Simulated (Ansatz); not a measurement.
# C10H12O2Ti: how energies converge with the basis set

An exercise on one series of results from a longer session: the logs are not shown, and one member is left open.

The runs use Ansatz 0.2.0, Gaussian basis; one geometry, several basis sets.

Levels to be run: PBE0-D4/def2-SVP; ωB97M-V/def2-SVP; PBE0-D4/def2-QZVPP; ωB97M-V/def2-QZVPP; the functionals' def2-TZVPP values are taken from earlier runs.

**The relaxed structure**

The geometry comes from an earlier relaxation with PBE0-D4 in a triple-zeta def2 set; it is a stationary point, not always the lowest conformer.

SMILES `[OH][Ti]12345678([OH])([C@H]9[C@@H]1[C@@H]2[C@@H]3[C@H]94)[C@H]1[C@@H]5[C@@H]6[C@@H]7[C@H]18`, 25 atoms, charge 0, spin multiplicity 1.

Atoms are counted from 1 here; the program's logs count them from 0.

Bond lengths: O1–Ti2 1.879 Å, O1–H14 0.959 Å, Ti2–O3 1.879 Å, Ti2–C4 2.412 Å, Ti2–C5 2.407 Å, Ti2–C6 2.393 Å, Ti2–C7 2.425 Å, Ti2–C8 2.421 Å, Ti2–C9 2.394 Å, Ti2–C10 2.407 Å, Ti2–C11 2.412 Å, Ti2–C12 2.420 Å, Ti2–C13 2.424 Å, O3–H15 0.959 Å, C4–C5 1.401 Å, C4–C8 1.413 Å, C4–H16 1.078 Å, C5–C6 1.415 Å and more. Angles: Ti2–O1–H14 114.1°, O1–Ti2–O3 99.0°, O1–Ti2–C4 129.5°, O1–Ti2–C5 133.9°, O1–Ti2–C6 100.7°, O1–Ti2–C7 79.8°, O1–Ti2–C8 95.5°, O1–Ti2–C9 132.0°, O1–Ti2–C10 108.0°, O1–Ti2–C11 77.1°, O1–Ti2–C12 78.5°, O1–Ti2–C13 110.3°, O3–Ti2–C4 77.2°, O3–Ti2–C5 108.2°, O3–Ti2–C6 132.0°, O3–Ti2–C7 110.1°, O3–Ti2–C8 78.4°, O3–Ti2–C9 100.8° and more.

Set-up of the first run:

in.yaml reads:

```yaml
crystal:
  periodic: [false, false, false]
  atoms:
    - {symbol: O, position_ang: [0.088935, -1.096678, -1.900585]}
    - {symbol: Ti, position_ang: [0.117955, -0.403200, -0.155012]}
    - {symbol: O, position_ang: [0.790589, -1.907827, 0.746373]}
    - {symbol: C, position_ang: [-1.464391, -0.704120, 1.640175]}
    - {symbol: C, position_ang: [-1.530146, 0.641165, 1.253847]}
    - {symbol: C, position_ang: [-2.009073, 0.691212, -0.077213]}
    - {symbol: C, position_ang: [-2.273238, -0.629085, -0.486753]}
    - {symbol: C, position_ang: [-1.921855, -1.492789, 0.560937]}
    - {symbol: C, position_ang: [1.410529, 1.340832, 0.853471]}
    - {symbol: C, position_ang: [0.784274, 1.905962, -0.283360]}
    - {symbol: C, position_ang: [1.301754, 1.273961, -1.421761]}
    - {symbol: C, position_ang: [2.264498, 0.330126, -0.999587]}
    - {symbol: C, position_ang: [2.341448, 0.387992, 0.399807]}
    - {symbol: H, position_ang: [-0.531478, -1.817551, -2.026152]}
    - {symbol: H, position_ang: [1.689550, -2.139852, 0.504670]}
    - {symbol: H, position_ang: [-1.069785, -1.082200, 2.569910]}
    - {symbol: H, position_ang: [-1.248429, 1.490005, 1.856861]}
    - {symbol: H, position_ang: [-2.163109, 1.579085, -0.670780]}
    - {symbol: H, position_ang: [-2.630543, -0.916969, -1.463581]}
    - {symbol: H, position_ang: [-1.932264, -2.571087, 0.534296]}
    - {symbol: H, position_ang: [1.225238, 1.601397, 1.884064]}
    - {symbol: H, position_ang: [0.028392, 2.675432, -0.271989]}
    - {symbol: H, position_ang: [0.976884, 1.425977, -2.438813]}
    - {symbol: H, position_ang: [2.793661, -0.354703, -1.643478]}
    - {symbol: H, position_ang: [2.960594, -0.227097, 1.034674]}
basis:
  gaussian: {orbitals: def2-SVP}
hamiltonian: {xc: pbe0, dispersion: d4}
output: {orbitals: {seedname: orbitals}}
```

Run with:

```sh
$ ansatz run in.yaml --threads 11 --pin off --events-out ev --progress --plain --max-ram 174080MiB --backend cpu
```

Steps of the session up to this table: PBE0-D4 in def2-SVP; ωB97M-V in def2-SVP; PBE0-D4 in def2-QZVPP; ωB97M-V in def2-QZVPP.

One of the session's tables, all rows but one given; the rest of the session is left out.

It belongs to the step «Density functionals: the series». 

```
functional       basis  HOMO (eV)
   PBE0-D4    def2-SVP      -6.32
   PBE0-D4  def2-TZVPP      -6.38
   PBE0-D4  def2-QZVPP      -6.39
   ωB97M-V    def2-SVP          ?
   ωB97M-V  def2-TZVPP      -8.43
   ωB97M-V  def2-QZVPP      -8.44
```

Q: Estimate the row for ωB97M-V, def2-SVP from the others.

The run gave: HOMO (eV): -8.37. In the column «HOMO (eV)» it lies between ωB97M-V, def2-TZVPP (-8.43) and PBE0-D4, def2-QZVPP (-6.39).
